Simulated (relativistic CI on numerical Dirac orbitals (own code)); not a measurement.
# Tc¹⁰⁺: one ion under different settings

How much do the settings matter for Tc¹⁰⁺? One ion, several inputs.

Method: Dirac-Coulomb-Breit CI, KLI orbitals optimised for each configuration, model QED (radiative potential, 1s self-energy scaled to tabulated hydrogen-like ionisation energies), numerical settings as typed. Code: relativistic CI on numerical Dirac orbitals (own code) version 3.

## 1. What is computed

* ion: Tc¹⁰⁺ (Tc XI)
* nuclear charge: 43
* electrons: 33
* isotope: A = 97

## 2. An attempt

Settings, as recorded:

```ini
atom Tc  Z=43  charge=10  electrons=33
nucleus A=97  rms_radius_fm=4.4112
hamiltonian dirac-coulomb  breit=on  qed=on  c_scale=1
orbitals kli  potential=per-configuration
slater_scale 1
correlation none
mixing on
grid step=0.0125 r_max=13.5
scf mixing=0.4 start=green max_iterations=1 tolerance=2e-08 node_fill=0.05
configurations
  [Ar] 3d10 4s2 4p3
  [Ar] 3d10 4s 4p4
  [Ar] 3d10 4p5
end
```

Command:

```
$ python run_levels.py task.json out
```

One command runs all members of the session, one after another, from task.json.

Main fields of the result record, rounded:

```text
{
  "status": "not_converged",
  "warnings": ["SCF of 1s2 2s2 2p6 3s2 3p6 3d10 4s2 4p3 did not converge"],
  "scf_steps of the first configuration [iteration, E_Ha, residual, outer_eigenvalue_Ha]": [
    [1, -4198.623708, 3.95, -13.05]
  ]
}
```

Run time: 0.0075 s. Hardware: 1 thread, shared host.

Cause: the run ended without a result. The SCF ran into its iteration limit before the residual met the tolerance. The input had iteration limit 1. The cure is to restore the usual settings of the SCF.

## 3. The mended input

Changes to the settings of step 2:

```diff
@@ -8,3 +8,3 @@
 grid step=0.0125 r_max=13.5
-scf mixing=0.4 start=green max_iterations=1 tolerance=2e-08 node_fill=0.05
+scf mixing=0.4 start=green max_iterations=150 tolerance=2e-08 node_fill=0.05
 configurations
```

Main fields:

```text
{
  "status": "converged",
  "levels [i, E_cm, J2, conf, term, w_term, w_jj]": [
    [0, 0, 3, "4s2 4p3", "4S*", 0.8286, 0.6205],
    [1, 33254.686, 3, "4s2 4p3", "2D*", 0.7041, 0.6656],
    [2, 44748.254, 5, "4s2 4p3", "2D*", 1, 1],
    [3, 62260.413, 1, "4s2 4p3", "2P*", 0.9889, 0.9889],
    [4, 81753.932, 3, "4s2 4p3", "2P*", 0.6772, 0.9204],
    [5, 251874.01, 5, "4s 4p4", "4P", 0.9697, 0.8181],
    [6, 270071.31, 3, "4s 4p4", "4P", 0.9827, 0.7986],
    [7, 275477.06, 1, "4s 4p4", "4P", 0.9411, 0.4273],
    [8, 331405.53, 3, "4s 4p4", "2D", 0.9467, 0.5539],
    [9, 336409.07, 5, "4s 4p4", "2D", 0.9697, 0.8181],
    [10, 369108.94, 1, "4s 4p4", "2S", 0.8108, 0.5692],
    [11, 395212.36, 3, "4s 4p4", "2P", 0.9557, 0.6475],
    [12, 419658.78, 1, "4s 4p4", "2P", 0.8606, 0.503],
    [13, 632455.12, 3, "4p5", "2P*", 0.9873, 0.9873],
    "... 1 more rows left out ..."
  ],
  "total_energy [Ha]": -4249.9066064,
  "n_levels_all": 15,
  "overlap": 3.10254e-12,
  "scf_iterations": [11, 11, 11],
  "orbital_energies [Ha]": {"1s": -773.134, "2s": -116.543, "2p1/2": -108.013, "2p3/2": -103.675, "3s": -26.2497, "3p1/2": -22.9695, "3p3/2": -22.2355, "3d3/2": -16.4518, "3d5/2": -16.3098, "4s": -9.02589, "4p1/2": -7.96325, "4p3/2": -7.81872},
  "configurations [conf, odd, states, E_av_Ha, breit_Ha, qed_Ha]": [
    ["4s2 4p3", 1, 20, -4254.08156, 2.62, 1.759],
    ["4s 4p4", 0, 30, -4252.817852, 2.621, 1.755],
    ["4p5", 1, 6, -4251.384312, 2.621, 1.752]
  ],
  "scf_steps of the first configuration [iteration, E_Ha, residual, outer_eigenvalue_Ha]": [
    [1, -4198.623708, 3.95, -13.05],
    [2, -4242.236055, 1.87, -10.05],
    [3, -4253.861651, 0.163, -7.917],
    [4, -4254.026595, 0.135, -7.982],
    [5, -4254.081519, 0.00215, -7.819],
    [6, -4254.081528, 0.00137, -7.819],
    [7, -4254.081559, 6.88e-05, -7.819],
    [8, -4254.08156, 5.24e-06, -7.819],
    [9, -4254.08156, 2.98e-06, -7.819],
    [10, -4254.08156, 3.95e-08, -7.819],
    [11, -4254.08156, 9.44e-09, -7.819]
  ]
}
```

Run time: 0.21 s. Hardware: 1 thread, shared host.

## 4. Breit term off, Slater scale 0.6

Changes to the settings of step 3:

```diff
@@ -2,5 +2,5 @@
 nucleus A=97  rms_radius_fm=4.4112
-hamiltonian dirac-coulomb  breit=on  qed=on  c_scale=1
+hamiltonian dirac-coulomb  breit=off  qed=on  c_scale=1
 orbitals kli  potential=per-configuration
-slater_scale 1
+slater_scale 0.6
 correlation none
```

Main fields:

```text
{
  "status": "converged",
  "levels [i, E_cm, J2, conf, term, w_term]": [
    [0, 0, 3, "4s2 4p3", "4S*", 0.6242],
    [1, 25812.213, 3, "4s2 4p3", "2D*", 0.6073],
    [2, 35390.431, 5, "4s2 4p3", "2D*", 1],
    [3, 47501.324, 1, "4s2 4p3", "2P*", 0.996],
    [4, 70540.248, 3, "4s2 4p3", "2P*", 0.6329],
    [5, 263708.97, 5, "4s 4p4", "4P", 0.9353],
    [6, 282183.69, 3, "4s 4p4", "4P", 0.9333],
    [7, 284736.65, 1, "4s 4p4", "4P", 0.8413],
    "... 7 more rows left out ..."
  ],
  "total_energy [Ha]": -4252.4841515,
  "n_levels_all": 15,
  "overlap": 3.10254e-12,
  "scf_iterations": [11, 11, 11],
  "orbital_energies [Ha]": {"1s": -773.134, "2s": -116.543, "2p1/2": -108.013, "2p3/2": -103.675, "3s": -26.2497, "3p1/2": -22.9695, "3p3/2": -22.2355, "3d3/2": -16.4518, "3d5/2": -16.3098, "4s": -9.02589, "4p1/2": -7.96325, "4p3/2": -7.81872},
  "configurations [conf, odd, states, E_av_Ha, breit_Ha, qed_Ha]": [
    ["4s2 4p3", 1, 20, -4254.08156, 0, 1.759],
    ["4s 4p4", 0, 30, -4252.817852, 0, 1.755],
    ["4p5", 1, 6, -4251.384312, 0, 1.752]
  ],
  "scf_steps of the first configuration [iteration, E_Ha, residual, outer_eigenvalue_Ha]": [
    [1, -4198.623708, 3.95, -13.05],
    [2, -4242.236055, 1.87, -10.05],
    [3, -4253.861651, 0.163, -7.917],
    [4, -4254.026595, 0.135, -7.982],
    [5, -4254.081519, 0.00215, -7.819],
    [6, -4254.081528, 0.00137, -7.819],
    [7, -4254.081559, 6.88e-05, -7.819],
    [8, -4254.08156, 5.24e-06, -7.819],
    [9, -4254.08156, 2.98e-06, -7.819],
    [10, -4254.08156, 3.95e-08, -7.819],
    [11, -4254.08156, 9.44e-09, -7.819]
  ]
}
```

It took 0.2 s on 1 thread, shared host.

## 5. Tolerance 0.0001, end of the grid 9.45, speed-of-light factor 10

Settings, as recorded:

```ini
atom Tc  Z=43  charge=10  electrons=33
nucleus A=97  rms_radius_fm=4.4112
hamiltonian dirac-coulomb  breit=on  qed=on  c_scale=10
orbitals kli  potential=per-configuration
slater_scale 1
correlation none
mixing on
grid step=0.0125 r_max=9.45
scf mixing=0.4 start=green max_iterations=150 tolerance=0.0001 node_fill=0.05
configurations
  [Ar] 3d10 4s2 4p3
  [Ar] 3d10 4s 4p4
  [Ar] 3d10 4p5
end
```

Main fields:

```text
{
  "status": "converged",
  "levels [i, E_cm, J2, conf, term, w_term]": [
    [0, 0, 3, "4s2 4p3", "4S*", 1],
    [1, 36282.266, 3, "4s2 4p3", "2D*", 0.9998],
    [2, 36285.702, 5, "4s2 4p3", "2D*", 1],
    [3, 52820.989, 1, "4s2 4p3", "2P*", 0.9853],
    [4, 52821.714, 3, "4s2 4p3", "2P*", 0.9851],
    [5, 226114.64, 5, "4s 4p4", "4P", 1],
    [6, 226277.96, 3, "4s 4p4", "4P", 1],
    [7, 226375.23, 1, "4s 4p4", "4P", 1],
    "... 7 more rows left out ..."
  ],
  "total_energy [Ha]": -4174.2816592,
  "n_levels_all": 15,
  "overlap": 3.11829e-12,
  "scf_iterations": [7, 7, 7],
  "orbital_energies [Ha]": {"1s": -753.66, "2s": -111.928, "2p1/2": -103.888, "2p3/2": -103.847, "3s": -25.3679, "3p1/2": -22.2426, "3p3/2": -22.2358, "3d3/2": -16.5132, "3d5/2": -16.5117, "4s": -8.83646, "4p1/2": -7.81714, "4p3/2": -7.81577},
  "configurations [conf, odd, states, E_av_Ha, breit_Ha, qed_Ha]": [
    ["4s2 4p3", 1, 20, -4175.327202, 0.02552, 1.185],
    ["4s 4p4", 0, 30, -4174.202631, 0.02552, 1.183],
    ["4p5", 1, 6, -4172.911119, 0.02553, 1.181]
  ],
  "scf_steps of the first configuration [iteration, E_Ha, residual, outer_eigenvalue_Ha]": [
    [1, -4124.025453, 3.79, -12.89],
    [2, -4164.300998, 1.8, -9.996],
    [3, -4175.131036, 0.156, -7.911],
    [4, -4175.276539, 0.129, -7.973],
    [5, -4175.327174, 0.00112, -7.815],
    [6, -4175.327177, 0.00134, -7.816],
    [7, -4175.327202, 9.54e-06, -7.816]
  ]
}
```

Wall time 0.18 s (1 thread, shared host).

A changed speed of light describes a fictitious ion. The QED potentials keep the true α.

## 6. Start potential bare

Settings, as recorded:

```ini
atom Tc  Z=43  charge=10  electrons=33
nucleus A=97  rms_radius_fm=4.4112
hamiltonian dirac-coulomb  breit=on  qed=on  c_scale=1
orbitals kli  potential=per-configuration
slater_scale 1
correlation none
mixing on
grid step=0.0125 r_max=13.5
scf mixing=0.4 start=bare max_iterations=150 tolerance=2e-08 node_fill=0.05
configurations
  [Ar] 3d10 4s2 4p3
  [Ar] 3d10 4s 4p4
  [Ar] 3d10 4p5
end
```

Main fields:

```text
{
  "status": "converged",
  "levels [i, E_cm, J2, conf, term, w_term]": [
    [0, 0, 3, "4s2 4p3", "4S*", 0.8286],
    [1, 33254.686, 3, "4s2 4p3", "2D*", 0.7041],
    [2, 44748.254, 5, "4s2 4p3", "2D*", 1],
    [3, 62260.413, 1, "4s2 4p3", "2P*", 0.9889],
    [4, 81753.932, 3, "4s2 4p3", "2P*", 0.6772],
    [5, 251874.01, 5, "4s 4p4", "4P", 0.9697],
    [6, 270071.31, 3, "4s 4p4", "4P", 0.9827],
    [7, 275477.06, 1, "4s 4p4", "4P", 0.9411],
    "... 7 more rows left out ..."
  ],
  "total_energy [Ha]": -4249.9066064,
  "n_levels_all": 15,
  "overlap": 3.10041e-12,
  "scf_iterations": [12, 13, 12],
  "orbital_energies [Ha]": {"1s": -773.134, "2s": -116.543, "2p1/2": -108.013, "2p3/2": -103.675, "3s": -26.2497, "3p1/2": -22.9695, "3p3/2": -22.2355, "3d3/2": -16.4518, "3d5/2": -16.3098, "4s": -9.02589, "4p1/2": -7.96325, "4p3/2": -7.81872},
  "configurations [conf, odd, states, E_av_Ha, breit_Ha, qed_Ha]": [
    ["4s2 4p3", 1, 20, -4254.08156, 2.62, 1.759],
    ["4s 4p4", 0, 30, -4252.817852, 2.621, 1.755],
    ["4p5", 1, 6, -4251.384312, 2.621, 1.752]
  ],
  "scf_steps of the first configuration [iteration, E_Ha, residual, outer_eigenvalue_Ha]": [
    [1, -3959.528494, 10.3, -58.23],
    [2, -4160.791139, 6.42, -33.25],
    [3, -4234.046283, 2.09, -7.681],
    [4, -4253.265894, 0.346, -8.643],
    [5, -4254.005444, 0.14, -7.888],
    [6, -4254.07519, 0.0426, -7.841],
    [7, -4254.081529, 0.00198, -7.818],
    [8, -4254.081541, 0.000694, -7.818],
    [9, -4254.081559, 7.75e-05, -7.819],
    [10, -4254.08156, 1.36e-05, -7.819],
    [11, -4254.08156, 1.46e-06, -7.819],
    [12, -4254.08156, 5.98e-09, -7.819]
  ]
}
```

Run time: 0.28 s. Hardware: 1 thread, shared host.

## 7. Potential mixing 0.9, grid step 0.02, QED terms off

Settings, as recorded:

```ini
atom Tc  Z=43  charge=10  electrons=33
nucleus A=97  rms_radius_fm=4.4112
hamiltonian dirac-coulomb  breit=on  qed=off  c_scale=1
orbitals kli  potential=per-configuration
slater_scale 1
correlation none
mixing on
grid step=0.02 r_max=13.5
scf mixing=0.9 start=green max_iterations=150 tolerance=2e-08 node_fill=0.05
configurations
  [Ar] 3d10 4s2 4p3
  [Ar] 3d10 4s 4p4
  [Ar] 3d10 4p5
end
```

Main fields:

```text
{
  "status": "converged",
  "levels [i, E_cm, J2, conf, term, w_term]": [
    [0, 0, 3, "4s2 4p3", "4S*", 0.8294],
    [1, 33242.524, 3, "4s2 4p3", "2D*", 0.7046],
    [2, 44712.914, 5, "4s2 4p3", "2D*", 1],
    [3, 62240.865, 1, "4s2 4p3", "2P*", 0.9889],
    [4, 81678.874, 3, "4s2 4p3", "2P*", 0.6777],
    [5, 252598.89, 5, "4s 4p4", "4P", 0.9698],
    [6, 270758.6, 3, "4s 4p4", "4P", 0.9827],
    [7, 276162.61, 1, "4s 4p4", "4P", 0.9413],
    "... 7 more rows left out ..."
  ],
  "total_energy [Ha]": -4251.6649824,
  "n_levels_all": 15,
  "overlap": 8.325e-11,
  "scf_iterations": [9, 9, 9],
  "orbital_energies [Ha]": {"1s": -773.134, "2s": -116.543, "2p1/2": -108.013, "2p3/2": -103.675, "3s": -26.2497, "3p1/2": -22.9695, "3p3/2": -22.2355, "3d3/2": -16.4518, "3d5/2": -16.3098, "4s": -9.02588, "4p1/2": -7.96325, "4p3/2": -7.81872},
  "configurations [conf, odd, states, E_av_Ha, breit_Ha, qed_Ha]": [
    ["4s2 4p3", 1, 20, -4254.081448, 2.62, 0],
    ["4s 4p4", 0, 30, -4252.81774, 2.621, 0],
    ["4p5", 1, 6, -4251.3842, 2.621, 0]
  ],
  "scf_steps of the first configuration [iteration, E_Ha, residual, outer_eigenvalue_Ha]": [
    [1, -4198.623598, 3.95, -13.05],
    [2, -4246.043344, 1.36, -7.321],
    [3, -4253.96434, 0.198, -7.98],
    [4, -4254.081512, 0.00498, -7.811],
    [5, -4254.081446, 0.000532, -7.819],
    [6, -4254.081448, 5.62e-05, -7.819],
    [7, -4254.081448, 1.29e-06, -7.819],
    [8, -4254.081448, 8.67e-08, -7.819],
    [9, -4254.081448, 2.92e-09, -7.819]
  ]
}
```

Run time: 0.11 s. Hardware: 1 thread, shared host.

## 8. Grid step 0.08

Settings, as recorded:

```ini
atom Tc  Z=43  charge=10  electrons=33
nucleus A=97  rms_radius_fm=4.4112
hamiltonian dirac-coulomb  breit=on  qed=on  c_scale=1
orbitals kli  potential=per-configuration
slater_scale 1
correlation none
mixing on
grid step=0.08 r_max=13.5
scf mixing=0.4 start=green max_iterations=90 tolerance=2e-08 node_fill=0.05
configurations
  [Ar] 3d10 4s2 4p3
  [Ar] 3d10 4s 4p4
  [Ar] 3d10 4p5
end
```

Main fields:

```text
{
  "status": "converged",
  "levels [i, E_cm, J2, conf, term, w_term]": [
    [0, 0, 3, "4s2 4p3", "4S*", 0.8287],
    [1, 33253.628, 3, "4s2 4p3", "2D*", 0.7041],
    [2, 44745.487, 5, "4s2 4p3", "2D*", 1],
    [3, 62257.675, 1, "4s2 4p3", "2P*", 0.9889],
    [4, 81746.72, 3, "4s2 4p3", "2P*", 0.6773],
    [5, 251874.29, 5, "4s 4p4", "4P", 0.9697],
    [6, 270068.48, 3, "4s 4p4", "4P", 0.9827],
    [7, 275474.12, 1, "4s 4p4", "4P", 0.9411],
    "... 7 more rows left out ..."
  ],
  "total_energy [Ha]": -4249.9053036,
  "n_levels_all": 15,
  "overlap": 1.43879e-06,
  "scf_iterations": [11, 11, 11],
  "orbital_energies [Ha]": {"1s": -773.134, "2s": -116.543, "2p1/2": -108.013, "2p3/2": -103.675, "3s": -26.2496, "3p1/2": -22.9695, "3p3/2": -22.2355, "3d3/2": -16.4518, "3d5/2": -16.3098, "4s": -9.02585, "4p1/2": -7.96321, "4p3/2": -7.81871},
  "configurations [conf, odd, states, E_av_Ha, breit_Ha, qed_Ha]": [
    ["4s2 4p3", 1, 20, -4254.08029, 2.62, 1.759],
    ["4s 4p4", 0, 30, -4252.816579, 2.621, 1.755],
    ["4p5", 1, 6, -4251.38303, 2.621, 1.752]
  ],
  "scf_steps of the first configuration [iteration, E_Ha, residual, outer_eigenvalue_Ha]": [
    [1, -4198.620852, 3.95, -13.05],
    [2, -4242.23432, 1.87, -10.05],
    [3, -4253.860461, 0.163, -7.917],
    [4, -4254.025293, 0.135, -7.982],
    [5, -4254.080255, 0.00215, -7.819],
    [6, -4254.080262, 0.00132, -7.819],
    [7, -4254.080289, 6.68e-05, -7.819],
    [8, -4254.08029, 4.98e-06, -7.819],
    [9, -4254.08029, 3.02e-06, -7.819],
    [10, -4254.08029, 4e-08, -7.819],
    [11, -4254.08029, 1.06e-08, -7.819]
  ]
}
```

Wall time 0.06 s (1 thread, shared host).

A bad setting: its result is shown only for the comparison.

## 9. The runs side by side

| setting | total energy less usual (Ha) | largest shift of a level among the lowest eight of both runs, same label and place (cm⁻¹) | SCF iterations | time | lowest level | kind of change |
| --- | --- | --- | --- | --- | --- | --- |
| usual | 0 | 0 | 33 | 0.21 s | 4p3 4S°3/2 | - |
| Breit term off, Slater scale 0.6 | -2.58 | 14800 | 33 | 0.2 s | 4p3 [4p3/2] J=3/2° | model term |
| tolerance 0.0001, end of the grid 9.45, speed-of-light factor 10 | 75.6 | 49100 | 21 | 0.18 s | 4p3 4S°3/2 | unphysical constant |
| start potential bare | 0 | 0 | 37 | 0.28 s | 4p3 4S°3/2 | numerical |
| potential mixing 0.9, grid step 0.02, QED terms off | -1.76 | 725 | 27 | 0.11 s | 4p3 4S°3/2 | model term |
| grid step 0.08 | 0.0013 | 7.21 | 33 | 0.06 s | 4p3 4S°3/2 | unsound |

## 10. Summary of results

| quantity | value |
| --- | --- |
| lowest level, usual settings | 4p3 4S°3/2 |
| total energy | -4249.9066 Ha |
| first excitation | 33255 cm⁻¹ |
| runs without a result | 1 |

**Reading.** Among the runs whose levels can be followed, they move most under «tolerance 0.0001, end of the grid 9.45, speed-of-light factor 10» (unphysical constant), by up to 49100 cm⁻¹. No visible change in the result comes from «start potential bare». Only the listed configurations are in the model.
